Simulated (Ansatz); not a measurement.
I need a comparison of functionals at one structure of ZrAu, space group P4/mmm. Use the Ansatz DFT code, driven from Python. Use (first run): BLYP, PAW, the default cutoff (420 eV here), 9×9×7 k-points, Methfessel-Paxton smearing of 0.05 eV. The script varies functional: blyp, pbesol, lda.

```
Zr Au
1.0
     3.16566    0.00000    0.00000
     0.00000    3.16566    0.00000
     0.00000    0.00000    3.91754
Zr Au
1 1
Direct
  0.00000 0.00000 0.00000
  0.50000 0.50000 0.50000
```

Script `zrau.py`:
```python
"""One structure of ZrAu under several functionals."""

import logging
import sys

import ansatz as az

logging.basicConfig(stream=sys.stdout, format="%(levelname)s %(message)s")
logger = logging.getLogger("calc")
logger.setLevel(logging.INFO)

xtal = (
    az.Lattice.of([3.16565572, 0.0, 0.0], [0.0, 3.16565572, 0.0], [0.0, 0.0, 3.91754428])
    .atom("Zr", [0.0, 0.0, 0.0])
    .atom("Au", [0.5, 0.5, 0.5])
)

calc = (
    xtal.calculation()
    .kpoints(spacing=0.24)
    .occupations("Methfessel-Paxton", width=0.05)
    .forces()
    .stress()
)

rows = []
for value in ["blyp", "pbesol", "lda"]:
    data = calc.functional(value).run(threads=1, pin="off").report
    rows.append((value, data["free_energy_ev"] / len(data["lattice"]["sites"]), data["n_iterations"], sum(data["stress_gpa"][i][i] for i in range(3)) / 3, max(abs(f) for row in data["forces_ev_ang"] for f in row), data["n_kpoints"]))

logger.info("  functional   F/atom (eV)    iterations       P (GPa)  max component (eV/A)      k-points")
for row in rows:
    logger.info(f"{str(row[0]):>12s}  {row[1]:12.5f}  {row[2]:12d}  {row[3]:12.3f}  {row[4]:20.4f}  {row[5]:12d}")
```

```console
$ python zrau.py
DeckWarning: basis.ecutwfc = 420 eV, auto-derived from the records' recommended cutoffs: set by Zr (normal level)
INFO   functional   F/atom (eV)    iterations       P (GPa)  max component (eV/A)      k-points
INFO         blyp   -8686.74438             7         8.382                0.0000            60
INFO       pbesol   -8568.38926             6        -4.162                0.0000            60
INFO          lda   -8471.74097             6        -7.664                0.0000            60
```
(Warnings from the package without file and line.)

From lowest to highest: LDA (-7.7 GPa), PBEsol (-4.2 GPa) and BLYP (8.4 GPa). At a fixed cell a lower pressure usually means a smaller equilibrium volume, so LDA prefers the smallest cell and BLYP the largest.

Notes:
- The run is spin-unpolarised.
- BLYP can be off by several per cent in the lattices of metals, and by several GPa in the pressure at a fixed cell.
- For a metal this k-point mesh is coarse: on a finer one energies can move by several to tens of meV an atom and pressures by half a GPa or more, differences at one mesh by less.
- Forces vanish by symmetry here and test nothing.
- Pressure is positive in compression.
- Spin-orbit coupling, which matters for elements this heavy, is left out.
- This cell is a computed structure, which may not be the phase found in nature.
- Total energies of different functionals can't be compared; pressures, moments and gaps at this one structure can.
- Finished in 14 s on 1 thread of AMD EPYC 7571 (shared host), peak memory 0.43 GiB.
